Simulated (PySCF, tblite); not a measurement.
**C₆H₁₄NPSi: geometry, infrared bands and NMR shifts**

Aim: predict the infrared bands and NMR shifts of C₆H₁₄NPSi (`CC(C)(C)NP1C=C1[SiH3]`).

The runs use tblite 0.8.0 and PySCF 2.14.0, with density-fitted response routines of our own; the level of theory stands in each step. All values are computed, except where a source is named. Atoms count from 0, in the outputs and in this text.

### Step 1. The starting structure

23 atoms, charge 0, multiplicity 1; geometry from: force field or distance geometry start.

Bonds of the start (Å): C0–C1 1.52, C1–C2 1.55, C1–C3 1.54, C1–N4 1.48, N4–P5 1.70, P5–C6 1.80, C6–C7 1.31, C7–Si8 1.71, C7–P5 1.79, C0–H9 1.09, C0–H10 1.10, C0–H11 1.11, C2–H12 1.09, C2–H13 1.10, C2–H14 1.09, C3–H15 1.08, C3–H16 1.11, C3–H17 1.09, N4–H18 1.02, C6–H19 1.07, Si8–H20 1.48, Si8–H21 1.48, Si8–H22 1.50.

### Step 2. Optimising the geometry with GFN2-xTB

What the job is given:

```
{"job": {"kind": "relax", "xc": "GFN2-xTB", "basis": "xTB"}, "charge": 0, "multiplicity": 1}
C     -2.213700    -0.051800    -1.216400
C     -1.298900    -0.000800     0.001900
C     -1.980300    -0.756600     1.171800
C     -1.069900     1.458600     0.450000
N     -0.027200    -0.720600    -0.225000
P      1.091600    -0.171200    -1.380500
C      2.379900    -1.358800    -0.987300
C      2.530600    -0.233900    -0.325500
Si     3.492400     0.631000     0.788800
H     -1.817200     0.516000    -2.054900
H     -2.395000    -1.080500    -1.553000
H     -3.205200     0.381400    -0.978600
H     -2.205100    -1.795200     0.915100
H     -2.941100    -0.282400     1.423100
H     -1.372700    -0.746600     2.075000
H     -0.645600     2.068000    -0.328700
H     -0.394400     1.507000     1.325200
H     -2.016900     1.914000     0.753300
H     -0.228900    -1.704000    -0.379200
H      2.873300    -2.306500    -1.080100
H      4.778400     1.051900     0.188000
H      3.826300    -0.176000     1.986300
H      2.835000     1.884100     1.282200
```

On the command line:

```console
$ OMP_NUM_THREADS=1 python probes_run.py task.json out
```

One launch serves the whole session: the jobs run in the order shown.

Output:

```text
step      E/eV     max force
  0    -736.71623    6.440
  1    -737.07472    3.795
  2    -737.15767    2.843
  3    -737.22291    0.531
  4    -737.24609    0.452
  5    -737.27461    0.721
  6    -737.28946    0.469
  7    -737.29975    0.209
  8    -737.30735    0.291
  9    -737.31432    0.373
 10    -737.31880    0.246
 11    -737.32251    0.154
 12    -737.32711    0.273
 13    -737.33286    0.363
 14    -737.33810    0.267
 15    -737.34137    0.163
 16    -737.34343    0.122
 17    -737.34511    0.200
 18    -737.34661    0.179
 19    -737.34792    0.088
 20    -737.34909    0.121
 21    -737.35026    0.123
 22    -737.35147    0.126
 23    -737.35264    0.071
 24    -737.35373    0.103
 25    -737.35481    0.126
 26    -737.35579    0.113
 27    -737.35658    0.074
 28    -737.35733    0.069
 29    -737.35823    0.106
 30    -737.35932    0.139
 31    -737.36032    0.107
 32    -737.36101    0.048
 33    -737.36154    0.063
 34    -737.36217    0.105
 35    -737.36289    0.108
 36    -737.36342    0.056
 37    -737.36369    0.032
 38    -737.36382    0.031
 39    -737.36392    0.033
 40    -737.36402    0.030
 41    -737.36412    0.032
 42    -737.36426    0.039
 43    -737.36445    0.056
 44    -737.36465    0.048
 45    -737.36478    0.022
 46    -737.36486    0.019
 47    -737.36493    0.025
 48    -737.36501    0.030
 49    -737.36509    0.022
 50    -737.36515    0.017
 51    -737.36522    0.022
 52    -737.36528    0.027
 53    -737.36535    0.023
 54    -737.36541    0.016
 55    -737.36547    0.018
 56    -737.36553    0.025
 57    -737.36560    0.027
 58    -737.36570    0.025
 59    -737.36580    0.028
 60    -737.36590    0.028
 61    -737.36601    0.024
 62    -737.36611    0.022
 63    -737.36621    0.025
 64    -737.36634    0.033
 65    -737.36650    0.044
 66    -737.36664    0.035
 67    -737.36674    0.021
 68    -737.36681    0.016
 69    -737.36688    0.025
 70    -737.36699    0.032
 71    -737.36713    0.030
 72    -737.36724    0.021
 73    -737.36732    0.022
 74    -737.36738    0.025
 75    -737.36746    0.025
 76    -737.36755    0.025
 77    -737.36763    0.021
 78    -737.36771    0.018
 79    -737.36779    0.020
 80    -737.36789    0.026
 81    -737.36803    0.036
 82    -737.36817    0.033
 83    -737.36832    0.026
 84    -737.36848    0.033
 85    -737.36867    0.035
 86    -737.36887    0.028
 87    -737.36905    0.031
 88    -737.36922    0.033
 89    -737.36938    0.030
 90    -737.36956    0.029
 91    -737.36973    0.028
 92    -737.36988    0.027
 93    -737.37001    0.040
 94    -737.37015    0.026
 95    -737.37033    0.027
 96    -737.37049    0.022
 97    -737.37057    0.015
 98    -737.37063    0.015
 99    -737.37068    0.016
100    -737.37077    0.023
101    -737.37086    0.020
102    -737.37092    0.017
103    -737.37096    0.015
104    -737.37099    0.013
105    -737.37102    0.016
106    -737.37105    0.012
107    -737.37106    0.007
```

Run time: 1 s. Hardware: 1 thread of Arm Neoverse V1, shared host.

Along the way: (not every step is listed)

```
step  energy from step 0 (eV)  largest force (eV/Å)
   0                   0.0000                6.4400
   1                  -0.3585                3.7954
   2                  -0.4414                2.8434
   3                  -0.5067                0.5312
   4                  -0.5299                0.4515
   5                  -0.5584                0.7212
   6                  -0.5732                0.4695
   7                  -0.5835                0.2088
   8                  -0.5911                0.2905
  17                  -0.6289                0.1999
  26                  -0.6396                0.1125
  35                  -0.6467                0.1081
  44                  -0.6484                0.0477
  53                  -0.6491                0.0232
  62                  -0.6499                0.0222
  71                  -0.6509                0.0298
  80                  -0.6517                0.0257
  89                  -0.6531                0.0302
  98                  -0.6544                0.0150
 102                  -0.6547                0.0166
 103                  -0.6547                0.0146
 104                  -0.6548                0.0126
 105                  -0.6548                0.0158
 106                  -0.6548                0.0122
 107                  -0.6548                0.0073
```

Distances of close pairs at the start and the end, largest changes first:

```
   bond  before (Å)  after (Å)  change (Å)
 C7–Si8       1.707      1.865      +0.158
  P5–C7       1.785      1.870      +0.085
Si8–H22       1.499      1.464      -0.034
  N4–P5       1.700      1.728      +0.029
 C0–H11       1.108      1.087      -0.021
 C3–H16       1.107      1.087      -0.019
  C1–N4       1.479      1.460      -0.019
  P5–C6       1.796      1.815      +0.019
```

The final coordinates are the input of the step that follows.

### Step 3. Vibrational analysis with GFN2-xTB

What the job is given:

```
{"job": {"kind": "ir", "xc": "GFN2-xTB", "basis": "xTB"}, "charge": 0, "multiplicity": 1}
C     -2.315679    -0.016356    -1.173071
C     -1.330336    -0.079731     0.000211
C     -2.000106    -0.744649     1.207256
C     -0.872338     1.328472     0.371821
N     -0.146346    -0.868594    -0.326591
P      1.017582    -0.259709    -1.449743
C      2.430245    -1.299749    -0.985447
C      2.513595    -0.161913    -0.331308
Si     3.473238     0.800830     0.945382
H     -1.828240     0.433235    -2.036920
H     -2.647767    -1.016656    -1.446229
H     -3.187249     0.578607    -0.911188
H     -2.336540    -1.747891     0.952606
H     -2.860378    -0.164242     1.530295
H     -1.293280    -0.816055     2.030250
H     -0.426190     1.814810    -0.494842
H     -0.125911     1.276236     1.160759
H     -1.714396     1.924372     0.714243
H     -0.409919    -1.826712    -0.539514
H      2.908100    -2.241599    -1.149557
H      4.702091     1.278330     0.308123
H      3.780978    -0.093384     2.064940
H      2.664095     1.929332     1.410064
```

Output:

```text
mode    cm-1     km/mol
  1     -45.0      0.06
  2      24.5      0.51
  3      47.6      0.23
  4      99.3      0.19
  5     151.2      0.82
  6     175.2      0.94
  7     194.6      1.28
  8     237.5      0.39
  9     239.9      0.44
 10     247.3      0.71
 11     299.2      0.49
 12     323.5      2.11
 13     349.8      0.35
 14     404.4      5.63
 15     426.8     11.21
 16     436.6      0.35
 17     477.1      2.57
 18     534.4     66.68
 19     548.5     61.15
 20     597.7     62.61
 21     680.0     10.69
 22     744.8     81.07
 23     769.4     10.13
 24     771.9    210.19
 25     779.4    345.86
 26     788.1    181.58
 27     821.9    190.14
 28     839.7     35.24
 29     914.7     35.65
 30     945.4      1.64
 31     954.5      2.31
 32     959.7      0.04
 33     987.1     39.59
 34    1027.9      0.63
 35    1031.1      0.65
 36    1182.4      5.88
 37    1234.3     30.47
 38    1241.3    118.41
 39    1325.2     32.03
 40    1394.0      8.74
 41    1397.1      8.40
 42    1417.8      4.59
 43    1474.7      0.60
 44    1482.3      1.27
 45    1489.1      0.88
 46    1493.5      2.13
 47    1497.4      2.02
 48    1506.8      3.42
 49    1697.8     87.87
 50    2242.9    358.55
 51    2253.8    383.91
 52    2259.2    148.41
 53    3007.3     19.04
 54    3016.0     40.64
 55    3020.7     20.14
 56    3024.1     53.70
 57    3031.4      3.21
 58    3035.3     11.06
 59    3036.2      9.19
 60    3041.5    112.37
 61    3042.7     35.78
 62    3134.7     15.04
 63    3332.0      2.70
```

It took 1.2 s on 1 thread of Arm Neoverse V1, shared host.

The strongest bands and the atoms that carry them (share of the mass-weighted mode):

```
cm⁻¹  km/mol                                 atoms
 772   210.2                    H20 51 %, H21 41 %
 779   345.9          H22 35 %, H20 34 %, H21 17 %
 788   181.6                    H22 55 %, H21 33 %
 822   190.1  C7 38 %, C6 20 %, Si8 15 %, H19 12 %
1241   118.4                               C1 52 %
2243   358.6                              H21 92 %
2254   383.9                    H20 72 %, H22 24 %
2259   148.4                    H22 69 %, H20 25 %
```

### Step 4. NMR shieldings: PBE0/pcSseg-1

Same as in step 3 but for these lines:

```diff
@@ -1,2 +1,2 @@
-{"job": {"kind": "ir", "xc": "GFN2-xTB", "basis": "xTB"}, "charge": 0, "multiplicity": 1}
+{"job": {"kind": "nmr", "xc": "PBE0", "basis": "pcSseg-1"}, "charge": 0, "multiplicity": 1}
 C     -2.315679    -0.016356    -1.173071
```

Method: GIAO PBE0/pcSseg-1 NMR shielding, non-relativistic, gas phase.

Output:

```text
coarse grid: 19512 points
cycle   1  E = -921.8039833920  dE =  9.416e-01  |g| = 5.402e-01  |ddm| = 4.323e+00
cycle   2  E = -921.7756986417  dE =  2.828e-02  |g| = 6.404e-01  |ddm| = 1.120e+00
cycle   3  E = -921.8747783618  dE = -9.908e-02  |g| = 9.917e-02  |ddm| = 7.073e-01
cycle   4  E = -921.8767706897  dE = -1.992e-03  |g| = 4.133e-02  |ddm| = 1.383e-01
cycle   5  E = -921.8771273601  dE = -3.567e-04  |g| = 1.619e-02  |ddm| = 4.708e-02
cycle   6  E = -921.8771931886  dE = -6.583e-05  |g| = 3.911e-03  |ddm| = 1.906e-02
cycle   7  E = -921.8771963206  dE = -3.132e-06  |g| = 1.165e-03  |ddm| = 4.231e-03
final grid: 177304 points
cycle   8  E = -921.9312531424  dE = -5.480e-05  |g| = 1.069e-02  |ddm| = 4.578e-02
cycle   9  E = -921.9312320678  dE =  2.107e-05  |g| = 1.389e-02  |ddm| = 2.633e-02
cycle  10  E = -921.9312829388  dE = -5.087e-05  |g| = 1.422e-03  |ddm| = 1.636e-02
cycle  11  E = -921.9312834029  dE = -4.641e-07  |g| = 5.063e-04  |ddm| = 1.941e-03
cycle  12  E = -921.9312834598  dE = -5.690e-08  |g| = 2.098e-04  |ddm| = 6.237e-04
cycle  13  E = -921.9312834707  dE = -1.089e-08  |g| = 3.654e-05  |ddm| = 2.282e-04
cycle  14  E = -921.9312834710  dE = -2.899e-10  |g| = 1.357e-05  |ddm| = 5.209e-05
converged SCF energy = -921.9312834710

GIAO shielding tensors (ppm)
atom      isotropic    diamagn.    paramagn.     s11        s22        s33       span
  0 C      152.284     247.775     -95.491    132.480    140.873    183.499     51.019
  1 C      136.144     239.520    -103.376    121.645    129.906    156.882     35.236
  2 C      150.638     247.634     -96.995    130.142    134.987    186.786     56.644
  3 C      155.920     250.382     -94.463    140.967    147.595    179.197     38.230
  4 N      163.291     326.662    -163.371    130.110    147.957    211.805     81.695
  5 P      496.205     966.299    -470.093    158.961    242.272   1087.383    928.421
  6 C       32.621     264.374    -231.753   -119.847     48.910    168.800    288.648
  7 C       29.338     264.155    -234.817   -114.493     -5.298    207.804    322.297
  8 Si     433.715     880.575    -446.860    393.047    445.066    463.032     69.984
  9 H       29.758      30.502      -0.744     26.152     29.146     33.976      7.824
 10 H       30.880      31.156      -0.276     27.969     28.231     36.440      8.471
 11 H       30.572      30.507       0.065     26.529     28.100     37.087     10.557
 12 H       30.976      31.854      -0.879     27.622     28.570     36.735      9.113
 13 H       30.785      31.187      -0.403     27.009     27.971     37.374     10.366
 14 H       30.676      31.698      -1.022     26.886     29.138     36.004      9.117
 15 H       29.397      32.272      -2.875     26.453     28.877     32.860      6.407
 16 H       30.488      33.727      -3.239     26.227     28.902     36.334     10.106
 17 H       30.677      32.322      -1.644     26.827     28.568     36.637      9.810
 18 H       31.326      37.357      -6.031     23.335     33.868     36.775     13.440
 19 H       22.462      34.556     -12.094     18.248     24.208     24.930      6.682
 20 H       27.133      27.520      -0.387     24.088     24.975     32.335      8.247
 21 H       26.907      28.445      -1.537     23.574     25.346     31.801      8.227
 22 H       27.104      29.525      -2.420     23.049     27.327     30.937      7.888
```

Wall time 65 s (1 thread of Arm Neoverse V1, shared host); peak memory 1.1 GiB.

Shifts follow as δ = σ(reference) − σ, with reference shieldings (ppm) from runs at the same level and on the same kind of geometry: ¹H TMS 31.72, ¹³C TMS 186.9, ²⁹Si TMS 349.2, ¹⁵N NH3 267.7, ³¹P H3PO4 318.4. The references are single molecules in the gas phase, so shifts against H2O, NH3, PH3, H3PO4 or CFCl3 are not on the usual liquid scales and can be off by tens of ppm. Atoms listed in one row are averaged.

```
                            atoms                                        environment  σ (ppm)  δ (ppm)  δ scaled to CDCl3
                               C7                    fully substituted alkene carbon     29.3    157.6              151.9
                               C6                                          alkene CH     32.6    154.3              148.7
                               C1           fully substituted sp3 carbon bonded to N    136.1     50.8               47.6
                       C0, C2, C3                                      methyl carbon    152.9     34.0               31.2
                              H19                           hydrogen on an alkene CH    22.46     9.25               8.83
                    H20, H21, H22                  hydrogen on a silicon bonded to C    27.05     4.67                  –
H9, H10, H11, H12, H13 and 4 more                        hydrogen on a methyl carbon    30.47     1.25               1.28
                              H18              hydrogen on a nitrogen bonded to C, P    31.33     0.39                  –
                               N4                         nitrogen bonded to C, P, H    163.3    104.4                  –
                               P5  phosphorus bonded to 2 C, N, in a 3-membered ring    496.2   -177.8                  –
                              Si8                           silicon bonded to C, 3 H    433.7    -84.6                  –
```

The scaled column applies a straight-line fit of computed shieldings to shifts measured in CDCl3 (root-mean-square error 0.16 ppm for H, 1.9 ppm for C).

Charges from the same density, by scheme (e):

```
     atoms  Mulliken    IAO  Hirshfeld  ESP fit
C0, C2, C3     -0.16  -0.42      -0.13    -0.55
        C1     -0.38   0.16       0.06     0.72
        N4     -0.58  -0.63      -0.21    -0.67
        P5      0.47   0.53       0.14    -0.06
        C6     -0.22  -0.29      -0.09    -0.09
        C7     -0.42  -0.42      -0.14    -0.18
       Si8      0.57   0.62       0.33     0.43
```

Mayer bond orders: C0–C1 1.01, C1–C2 1.02, C1–C3 1.02, C1–N4 0.91, N4–P5 0.92, P5–C6 0.97, C6–C7 1.69, C7–Si8 0.86, C7–P5 0.83.

Ring of atoms P5, C6, C7: NICS(0) -24.4, NICS(1) -8.8, NICS(1)zz -20.5 ppm (means of both faces; NICS(1) differs between them: -11.9 and -5.6).

The two faces differ (NICS(1)zz -15.6 and -25.5 ppm).

In rings of three or four atoms NICS is ruled by the nearby σ bonds, so it says little on aromaticity.

Orbitals, density, ELF and potential are computed afterwards from the orbital file.

Frontier orbitals at PBE0/pcSseg-1, with the share of their density that lies nearest to each atom:

```
orbital  energy (eV)                                   lies on
   HOMO        -6.05                 N4 41 %; P5 25 %; C7 12 %
   LUMO        -0.70  C6, C7 about 32 % each; H19 9 %; Si8 7 %
```

ELF in a plane through or near 6 of the atoms.

Ten even steps from ' ' (0.00) to '@' (1.00):
```
                                                        
                                                        
                                                        
                                                        
            ..**@@%%..        --%%@@::                  
            ::%%@@@@==    ....##@@@@%%                  
        ....::%%@@@@++  ..====%%@@@@##                  
    ..##@@%%==++@@%%..  ..==++::%%%%                    
    ++@@@@@@%%::::..      --##==++....%%@@%%            
    ++@@@@@@@@--++++==--..  ::======**@@@@@@..          
    ..%%@@%%----####%%##**--  ..==##::@@@@##            
        ::    --****##..::--==  ..++..**--              
              ==##**==::##..++..  --%%@@##..            
            ..--****####++++--    ..%%@@##..            
              ..--==++**##++..      ::==..              
                ..::::::==--                            
                                                        
                                                        
                                                        
                                                        
```
The map spans 14.8 Å across and 10.8 Å up, centred on the molecule. Atoms in the plane (x, y in Å): C0 (2.4, -0.6), C3 (0.7, 1.3), P5 (-0.9, -1.3), H11 (3.2, 0.2), H17 (1.5, 2.1), H20 (-4.8, 0.6).

On the surface of density 0.002 e/bohr³ the electrostatic potential runs, from the 1st to the 99th percentile, from -1.09 V near N4 to 1.23 V near H18.

### Step 5. Outcome

| quantity | value |
| --- | --- |
| strongest single infrared mode (GFN2-xTB) | 2254 cm⁻¹, 384 km/mol |
| zero-point energy (GFN2-xTB) | 113.1 kcal/mol |
| ¹³C shifts against TMS (PBE0/pcSseg-1, means over atoms taken as alike) | 157.6, 154.3, 50.8, 34.0 ppm |
| ¹H shifts against TMS (PBE0/pcSseg-1, means over atoms taken as alike) | 9.25, 4.67, 1.25, 0.39 ppm |
| ¹⁵N shifts against NH3 (PBE0/pcSseg-1) | 104.4 ppm |
| ³¹P shifts against H3PO4 (PBE0/pcSseg-1) | -177.8 ppm |
| ²⁹Si shifts against TMS (PBE0/pcSseg-1) | -84.6 ppm |
| surface potential, 1st and 99th percentile | -1.09 V and 1.23 V |

What this shows: Over 107 steps the energy fell by 0.655 eV; of the close pairs, C7–Si8 changed most, 1.707 to 1.865 Å. The lowest mode is imaginary (45i cm⁻¹), so the xTB geometry is not a minimum. The strongest single mode, at 2254 cm⁻¹, moves mainly H20. GFN2-xTB is a fitted tight-binding method: band positions and strengths are rough. Its intensities can rank the bands wrongly. At PBE0/pcSseg-1: The largest span, 928 ppm, is at P5, where the paramagnetic term is -470 ppm. At PBE0/pcSseg-1, counted by nearest atom on the grid, the HOMO lies on N4 41 %; P5 25 %, the LUMO on C6, C7 about 32 % each; H19 9 %.
